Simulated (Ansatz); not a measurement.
# CdHgS2: a single-point run

Aim: a sound single-point run of CdHgS2. The structure is shown as the input types it. The cell is built on a prototype (ordering on zincblende) and needn't be the phase found in nature.

Method: density functional or hybrid calculation with the settings of its input, plane waves (as first typed), in Ansatz 0.2.0.

5 further runs of the same task are left out: 1 for a known fault of the program, 4 that didn't finish.

## 1. The structure to begin with

Symmetry: P-4m2, No. 115, tetragonal system. The conventional cell has a = 4.181 Å, b = 4.181 Å, c = 5.884 Å, α = 90.00°, β = 90.00°, γ = 90.00°. Cd (site symmetry -4m2) is surrounded by 4 S at 2.54 Å. S (site symmetry 2mm) has 2 Cd at 2.54 Å and 2 Hg at 2.57 Å as nearest neighbours. Hg (site symmetry -4m2) has 4 S at 2.57 Å as nearest neighbours.

As a file:

```
CELL_PARAMETERS angstrom
4.18085 0.00000 0.00000
0.00000 4.18085 0.00000
0.00000 0.00000 5.88430
ATOMIC_POSITIONS crystal
Cd 0.00000 0.00000 0.00000
S 0.00000 0.50000 0.24656
Hg 0.50000 0.50000 0.50000
S 0.50000 0.00000 0.75344
```

## 2. Running it

Input file input.yaml:

```yaml
crystal:
  lattice:
    - [4.1808544799, 0.0, 0.0]
    - [0.0, 4.1808544799, 0.0]
    - [0.0, 0.0, 5.8842973378]
  atoms:
    - { symbol: Cd, position: [0.0, 0.0, 0.0] }
    - { symbol: S, position: [0.0, 0.5, 0.2465594816] }
    - { symbol: Hg, position: [0.5, 0.5, 0.5] }
    - { symbol: S, position: [0.5, 0.0, 0.7534405184] }
kpoints:
  mp_grid: { grid: [4, 4, 4] }
hamiltonian:
  xc: pbesol
scf:
  occupations: { method: fixed }
  n_extra_bands: 5
  max_iter: 76
output:
  forces: true
  stress: true
  eigenvalues: true
basis:
  ecutrho_ratio: 1
```

Launch:

```sh
ansatz run input.yaml --threads 4 --pin off --max-ram 3686MiB --backend cpu --events-out ev --progress --plain --runs-dir out
```

Q: Will this input give a usable result? If not, why, and what should change?

The program finished normally, with warnings (cutoff below recommended). Its log warns: «basis.ecutrho_ratio = 1 (ecutrho = 420 eV) is below the records' recommended 1680 eV»

The suspect setting: basis.ecutrho_ratio is 1. The grid or cutoff for the density and potential is too coarse for the wavefunction basis: a density holds Fourier components up to twice the waves' wavevector.

To check: delete basis.ecutrho_ratio (the default then holds).
